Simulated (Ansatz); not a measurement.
# F2H5NSi2: the cost of one run

All numbers below are computed with Ansatz 0.2.0 (RHF/STO-3G).

### 1 The system as given

Bond lengths: Si1–Si2 2.220 Å, Si2–H3 1.460 Å, Si2–H4 1.460 Å, Si2–H5 1.460 Å, Si1–N6 1.820 Å, N6–H7 1.060 Å, N6–H8 1.060 Å, Si1–F9 1.589 Å, Si1–F10 1.589 Å. Angles (14 of 15 angles, heavy atoms first): Si2–Si1–N6 109.5°, Si2–Si1–F9 109.5°, Si2–Si1–F10 109.5°, N6–Si1–F9 109.5°, N6–Si1–F10 109.5°, F9–Si1–F10 109.5°, Si1–Si2–H3 109.5°, Si1–Si2–H4 109.5°, Si1–Si2–H5 109.5°, Si1–N6–H7 120.0°, Si1–N6–H8 120.0°, H3–Si2–H4 109.4°, H3–Si2–H5 109.4°, H4–Si2–H5 109.4°.

As a file:

```xyz
10

Si    0.0000    0.0000    0.0000
Si    0.0000    0.0000    2.2200
H    -1.3148   -0.4067    2.7074
H     1.0096   -0.9353    2.7074
H     0.3052    1.3420    2.7074
N     1.7163    0.0000   -0.6061
H     2.2145   -0.9180   -0.7868
H     2.2175    0.9180   -0.7783
F    -0.7489    1.2974   -0.5295
F    -0.7489   -1.2974   -0.5295
```

### 2 Preparing the start

input.yaml reads:

```yaml
crystal:
  periodic: [false, false, false]
  atoms:
    - { symbol: Si, position_ang: [0.0, 0.0, 0.0] }
    - { symbol: Si, position_ang: [0.0, 0.0, 2.22] }
    - { symbol: H, position_ang: [-1.3148, -0.4067, 2.7074] }
    - { symbol: H, position_ang: [1.0096, -0.9353, 2.7074] }
    - { symbol: H, position_ang: [0.3052, 1.342, 2.7074] }
    - { symbol: "N", position_ang: [1.7163, 0.0, -0.6061] }
    - { symbol: H, position_ang: [2.2145, -0.918, -0.7868] }
    - { symbol: H, position_ang: [2.2175, 0.918, -0.7783] }
    - { symbol: F, position_ang: [-0.7489, 1.2974, -0.5295] }
    - { symbol: F, position_ang: [-0.7489, -1.2974, -0.5295] }
basis:
  gaussian: { orbitals: STO-3G }
hamiltonian:
  xc: hf
relax:
  f_tol: 0.02
  max_steps: 40
```

Command:

```bash
ansatz run input.yaml --threads 1 --pin off --max-ram 2048MiB --backend cpu --events-out ev --progress --plain --runs-dir out
```

What time and memory should one allow on 1 thread of Arm Neoverse V2, shared host?

About 16 s, with a peak of 0.1 GiB.
